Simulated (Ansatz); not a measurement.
# P: the cost of one run

Computed with Ansatz 0.2.0 (DFT LDA, scalar-relativistic, plane waves, PAW, unless a step's input says otherwise).

### Step 1. Starting point

It takes space group P4/mmm (No. 123, tetragonal). Conventional cell: a = 4.273 Å, b = 4.273 Å, c = 4.378 Å, α = 90.00°, β = 90.00°, γ = 90.00°. Around P (site symmetry 4/mmm) lie 6 P at 4.27 to 4.38 Å.

Structure file:

```
P
1.0
     4.27290    0.00000    0.00000
     0.00000    4.27290    0.00000
     0.00000    0.00000    4.37800
P
1
Direct
  0.00000 0.00000 0.00000
```

Source of the structure: the Crystallography Open Database.

(A quick probe on a coarse mesh, which set the mesh and smearing, is not shown.)

### Step 3. The relaxation

File input.yaml:

```yaml
crystal:
  lattice:
    - [4.2729048574, 0.0, 0.0]
    - [0.0, 4.2729048574, 0.0]
    - [0.0, 0.0, 4.378]
  atoms:
    - { symbol: P, position: [0.0, 0.0, 0.0] }
basis:
  ecutwfc: 420
kpoints:
  mp_grid: { grid: [10, 10, 10] }
hamiltonian:
  xc: lda
scf:
  occupations: { method: gaussian, width: 0.1 }
output:
  forces: true
  stress: true
  eigenvalues: true
relax:
  adjacent_minimum: "off"
  f_tol: 0.005
  max_steps: 80
  cell: { stress_tol: 0.05 }
```

Command:

```
ansatz run input.yaml --threads 1 --pin off --max-ram 3072MiB --backend cpu --events-out ev --progress --plain --runs-dir out
```

What time and memory should one allow on 1 thread of Arm Neoverse V2, shared host?

About 60 s, with a peak of 0.36 GiB.
